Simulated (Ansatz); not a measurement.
# BGeCl (triplet): the correlation ladder, cc-pVDZ

How much of the correlation energy of BGeCl (triplet) does each wave-function method recover here?

The runs use Ansatz 0.2.0, Gaussian basis; cc-pVDZ, core rule «outside noble gas», up to 20 orbitals frozen.

To be run: UHF; CCSD(T) on ROHF; CCSD(T) on UHF; BCCD(T) on ROHF; CISD; CCSDT(Q) on ROHF; CCSDT(Q) on UHF; CASSCF and MRCISD+Q, 12 electrons in 11 orbitals; CASSCF and NEVPT2, 12 electrons in 11 orbitals.

26 further runs of the same task are left out: 15 that didn't finish, 11 set aside as unsound or not needed.

### 1 The system

The geometry is a PBE0/def2-TZVP stationary point (not a proven minimum). No spin-orbit coupling is included. The filled d shell of Ge may be among the frozen orbitals whatever the setting's name suggests; the logs give the count.

3 atoms, charge 0, spin multiplicity 3.

Atoms are counted from 1 here; the program's logs count them from 0.

Bond lengths: Cl1–B2 1.692 Å, B2–Ge3 1.952 Å. Angles: Cl1–B2–Ge3 180.0°.

As a file:

```xyz
3
charge 0, multiplicity 3
Cl    0.0000    0.0000   -1.7788
B     0.0000    0.0000   -0.0866
Ge    0.0000    0.0000    1.8654
```

### 2 UHF

Contents of in.yaml:

```yaml
crystal:
  periodic: [false, false, false]
  atoms:
    - {symbol: Cl, position_ang: [0.000000, 0.000000, -1.778800]}
    - {symbol: B, position_ang: [0.000000, 0.000000, -0.086600]}
    - {symbol: Ge, position_ang: [0.000000, 0.000000, 1.865400]}
basis:
  gaussian: {orbitals: cc-pVDZ}
magnetization: {spin_polarized: true, initial_magnetization: 2}
hamiltonian: {xc: hf}
output: {orbitals: {seedname: orbitals}}
```

Run with:

```
> ansatz run in.yaml --threads 1 --pin off --events-out ev --progress --plain --max-ram 2393MiB
```

The runs that follow: CCSD(T) on ROHF; CCSD(T) on UHF; BCCD(T) on ROHF; CISD; CCSDT(Q) on ROHF; CCSDT(Q) on UHF; CASSCF and MRCISD+Q, 12 electrons in 11 orbitals; CASSCF and NEVPT2, 12 electrons in 11 orbitals.

Before running them: what should the planned runs give, taken together? Wanted: UCCSDT(Q) below the RHF energy; RMP2 from UCCSDT(Q); UMP2 from UCCSDT(Q); RCCSD from UCCSDT(Q); RCCSD(T) from UCCSDT(Q); UCCSD(T) from UCCSDT(Q); RCCSDT(Q) from UCCSDT(Q); NEVPT2 valence from UCCSDT(Q); MRCISD+Q valence from UCCSDT(Q).

The runs gave:

| quantity | value |
| --- | --- |
| UCCSDT(Q) below the RHF energy | -8.3401 eV |
| RMP2 from UCCSDT(Q) | +1205.4 meV |
| UMP2 from UCCSDT(Q) | +1221.5 meV |
| RCCSD from UCCSDT(Q) | +354.5 meV |
| RCCSD(T) from UCCSDT(Q) | +63.7 meV |
| UCCSD(T) from UCCSDT(Q) | +61.0 meV |
| RCCSDT(Q) from UCCSDT(Q) | +5.9 meV |
| NEVPT2 valence from UCCSDT(Q) | +1159.9 meV |
| MRCISD+Q valence from UCCSDT(Q) | +38.3 meV |
| levels within 1 kcal/mol (43 meV) | RCCSDT, UCCSDT, RCCSDT(Q), MRCISD+Q valence |
| T1 diagnostic | 0.020 |
| effectively unpaired electrons | 2.03 |

What this shows: RCCSD(T) misses by +63.7 meV, 0.8 % of the correlation energy. One determinant dominates. Of the multireference levels listed MRCISD+Q valence comes nearest in total energy (+38.3 meV), which doesn't show that its space is the better one. These misses are within one basis, not against nature; the frozen cores of restricted and unrestricted runs differ, which can shift their rows.
